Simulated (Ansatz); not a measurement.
# Sr7NaTi8O23: the cost of one run

Program: Ansatz 0.2.0, PAW, plane waves. These are calculated values, not measurements.

## Step 1: Starting point

39 atoms (7 Sr, 1 Na, 8 Ti, 23 O); a = 7.783 Å, b = 7.783 Å, c = 7.783 Å, α = 90.00°, β = 90.00°, γ = 90.00°. All atoms were shaken off their sites by about 0.02 Å along each axis. Defect site 1: (0.500, 0.500, 0.500). Defect site 2: (0.250, 0.250, 0.000).

Plan of the steps: (2) PBEsol relaxation at the single k point (¼, ¼, ¼), on 1 × NVIDIA H100 80GB HBM3 with 2 threads of AMD EPYC 7R13; (3) HSE06 single point at the single k point (¼, ¼, ¼), on 1 × NVIDIA H100 80GB HBM3 with 2 threads of AMD EPYC 7R13.

## Step 2: PBEsol relaxation in the fixed cell

in.yaml

```yaml
crystal:
  lattice:
    - [7.782821, 0.000000, 0.000000]
    - [0.000000, 7.782821, 0.000000]
    - [0.000000, 0.000000, 7.782821]
  atoms:
    - { symbol: Sr, position: [0.000991, 0.000379, 0.003545] }
    - { symbol: Sr, position: [0.000601, 0.993962, 0.496739] }
    - { symbol: Sr, position: [0.003981, 0.504331, 0.999842] }
    - { symbol: Sr, position: [0.002875, 0.502569, 0.500916] }
    - { symbol: Sr, position: [0.497948, 0.999471, 0.003457] }
    - { symbol: Sr, position: [0.495693, 0.003073, 0.499558] }
    - { symbol: Sr, position: [0.498609, 0.501886, 0.003507] }
    - { symbol: Na, position: [0.498793, 0.496003, 0.500142] }
    - { symbol: Ti, position: [0.248640, 0.249341, 0.253227] }
    - { symbol: Ti, position: [0.248836, 0.253729, 0.753238] }
    - { symbol: Ti, position: [0.247676, 0.752600, 0.255647] }
    - { symbol: Ti, position: [0.256221, 0.748609, 0.747743] }
    - { symbol: Ti, position: [0.744360, 0.251851, 0.251189] }
    - { symbol: Ti, position: [0.750234, 0.250533, 0.751806] }
    - { symbol: Ti, position: [0.749148, 0.751764, 0.251336] }
    - { symbol: Ti, position: [0.750800, 0.750108, 0.754025] }
    - { symbol: O, position: [0.243775, 0.252238, 0.498460] }
    - { symbol: O, position: [0.250854, 0.749991, 0.996865] }
    - { symbol: O, position: [0.248066, 0.750998, 0.496857] }
    - { symbol: O, position: [0.749595, 0.247778, 0.006331] }
    - { symbol: O, position: [0.750455, 0.245682, 0.499125] }
    - { symbol: O, position: [0.749808, 0.752608, 0.998216] }
    - { symbol: O, position: [0.755057, 0.749222, 0.500676] }
    - { symbol: O, position: [0.994589, 0.249376, 0.246071] }
    - { symbol: O, position: [0.000045, 0.251642, 0.751183] }
    - { symbol: O, position: [0.999026, 0.748354, 0.250907] }
    - { symbol: O, position: [0.997992, 0.752182, 0.754733] }
    - { symbol: O, position: [0.503844, 0.248232, 0.250825] }
    - { symbol: O, position: [0.501347, 0.244996, 0.747992] }
    - { symbol: O, position: [0.500719, 0.749528, 0.248935] }
    - { symbol: O, position: [0.498800, 0.751144, 0.752391] }
    - { symbol: O, position: [0.251289, 0.999526, 0.251532] }
    - { symbol: O, position: [0.252465, 0.000263, 0.750198] }
    - { symbol: O, position: [0.247380, 0.502022, 0.249553] }
    - { symbol: O, position: [0.248116, 0.498260, 0.750212] }
    - { symbol: O, position: [0.750536, 0.998698, 0.252490] }
    - { symbol: O, position: [0.748490, 0.996716, 0.749620] }
    - { symbol: O, position: [0.750123, 0.499382, 0.248798] }
    - { symbol: O, position: [0.752152, 0.501149, 0.748859] }
  symmetry: { detect: false }
kpoints:
  mp_grid: { grid: [1, 1, 1], shift: [0.25, 0.25, 0.25] }
hamiltonian:
  xc: pbesol
total_charge: 1
scf:
  occupations: { method: fermi_dirac, width: 0.01 }
relax:
  f_tol: 0.03
  max_steps: 80
  escape_saddle: false
  adjacent_minimum: "off"
output:
  forces: true
  eigenvalues: true
  populations: true
  charged_corrections: { epsilon: 300 }
  write_density: true
  write_potential: true
  elf: true
  volumetric_format: npy
```

On the command line:

```console
ansatz run in.yaml --threads 2 --pin off --max-ram 20900MiB --runs-dir r --events-out ev --progress --plain --backend cuda --devices 0, --max-vram 18GiB
```

**Question.** How long does this run take on 1 × NVIDIA H100 80GB HBM3 with 2 threads of AMD EPYC 7R13, shared host, and how much memory does it need?

About 57 s, with a peak of 1.1 GiB on the host.
